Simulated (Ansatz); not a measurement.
**SiN₂H₆ + H₂O: a complex and its separated parts**

Aim: how far the complex at one end of a reaction step lies below its separated, relaxed parts, level by level.

Program: Ansatz 0.2.0, Gaussian basis. Level of theory: PBE0-D4/def2-TZVP structures, single points in def2-TZVPP, no counterpoise correction. These are calculated values, not measurements.

Levels: SPW92, PBE-D4, BLYP-D4, r2SCAN-D4, B97M-V, PBE0-D4, B3LYP-D4, r2SCAN0-D4, BHLYP-D4, CAM-B3LYP-D4, wB97X-V, wB97M-V, B2PLYP, PBE-QIDH, RPA on PBE, Hartree-Fock, MP2, CCSD, CCSD(T).

Cores are frozen in the correlated methods. B3LYP uses VWN-RPA correlation. B2PLYP carries no dispersion term here.

94 further runs of the same task are left out: 94 set aside as unsound or not needed.

### Step 1. Starting geometry

The complex: 12 atoms, charge 0, spin multiplicity 1.

Atoms are counted from 1 here; the program's logs count them from 0.

Bond lengths: Si1–N2 1.728 Å, Si1–H3 1.486 Å, Si1–H4 1.488 Å, Si1–N5 1.712 Å, N2–H8 1.010 Å, N2–H9 1.009 Å, N5–H10 1.006 Å, N5–H11 1.006 Å, H6–O7 0.971 Å, O7–H12 0.959 Å. Angles: N2–Si1–H3 110.5°, N2–Si1–H4 103.2°, N2–Si1–N5 113.7°, H3–Si1–H4 110.3°, H3–Si1–N5 103.9°, H4–Si1–N5 115.4°, Si1–N2–H8 119.2°, Si1–N2–H9 118.3°, H8–N2–H9 110.5°, Si1–N5–H10 122.9°, Si1–N5–H11 120.3°, H10–N5–H11 111.9°, H6–O7–H12 105.0°.

Geometry (Å):

```xyz
12
H8N2OSi
Si   -0.5196   -0.1289    0.6479
N     0.9283    0.4754   -0.0770
H    -1.4317   -0.6743   -0.3906
H    -0.0287   -1.2221    1.5296
N    -1.4554    1.0756    1.4246
H     1.2920   -0.7913   -1.6049
O     1.4881   -1.4209   -2.3182
H     0.9096    1.3715   -0.5416
H     1.7983    0.3518    0.4179
H    -1.1576    1.5430    2.2646
H    -2.4567    1.0813    1.3276
H     0.6332   -1.6613   -2.6799
```

Its parts: SiN₂H₆ holds atoms 1, 2, 3, 4, 5, 8, 9, 10, 11; H₂O holds atoms 6, 7, 12. Each part counts its atoms afresh in its own runs.

### Step 2. Relaxing SiN₂H₆ alone

relax-a/in.yaml

```yaml
crystal:
  periodic: [false, false, false]
  atoms:
    - {symbol: Si, position_ang: [-0.519580, -0.128864, 0.647910]}
    - {symbol: N, position_ang: [0.928286, 0.475409, -0.077044]}
    - {symbol: H, position_ang: [-1.431669, -0.674263, -0.390605]}
    - {symbol: H, position_ang: [-0.028711, -1.222109, 1.529566]}
    - {symbol: N, position_ang: [-1.455389, 1.075576, 1.424566]}
    - {symbol: H, position_ang: [0.909642, 1.371453, -0.541646]}
    - {symbol: H, position_ang: [1.798261, 0.351820, 0.417920]}
    - {symbol: H, position_ang: [-1.157585, 1.543014, 2.264576]}
    - {symbol: H, position_ang: [-2.456730, 1.081251, 1.327568]}
basis:
  gaussian: {orbitals: def2-TZVP}
hamiltonian: {xc: pbe0, dispersion: d4}
relax: {f_tol: 0.005, max_steps: 200}
```

Started as:

```sh
ansatz run in.yaml --threads 4 --pin off --events-out ev --progress --plain --max-ram 9574MiB
```

Further steps of the session: Relaxing H₂O alone; SPW92/def2-TZVPP; PBE-D4/def2-TZVPP; BLYP-D4/def2-TZVPP; r2SCAN-D4/def2-TZVPP; B97M-V/def2-TZVPP; PBE0-D4/def2-TZVPP; B3LYP-D4/def2-TZVPP; r2SCAN0-D4/def2-TZVPP; BHLYP-D4/def2-TZVPP; CAM-B3LYP-D4/def2-TZVPP; wB97X-V/def2-TZVPP; wB97M-V/def2-TZVPP; B2PLYP/def2-TZVPP; PBE-QIDH/def2-TZVPP; RPA on PBE/def2-TZVPP; CCSD(T)/def2-TZVPP; Vibrations of SiN₂H₆; Vibrations of H₂O.

**Question.** What will these runs give? Wanted: complex less parts, CCSD(T)/def2-TZVPP; with zero-point energy; largest T1 diagnostic.

The runs gave:

| quantity | value |
| --- | --- |
| complex less parts, CCSD(T)/def2-TZVPP | -19.3 kJ/mol |
| with zero-point energy | -12.5 kJ/mol |
| largest T1 diagnostic | 0.010 |

**Reading.** At CCSD(T) the complex lies 19.3 kJ/mol below its parts. Among the functionals PBE-QIDH lands nearest to CCSD(T) (+0.1 kJ/mol) and SPW92 farthest (-15.8 kJ/mol). By rung, the mean size of the error is: LDA 15.8, GGA 5.0, meta-GGA 1.6, hybrid 2.2, range-separated hybrid 2.0, double hybrid 0.6 kJ/mol. PBE-D4 gives a relative energy 6.1 kJ/mol too low, outside chemical accuracy (1 kcal/mol, 4.2 kJ/mol). No counterpoise was applied, and triple zeta lacks some correlation, so the CCSD(T) reference has a basis error of its own, and close matches with it are partly luck.
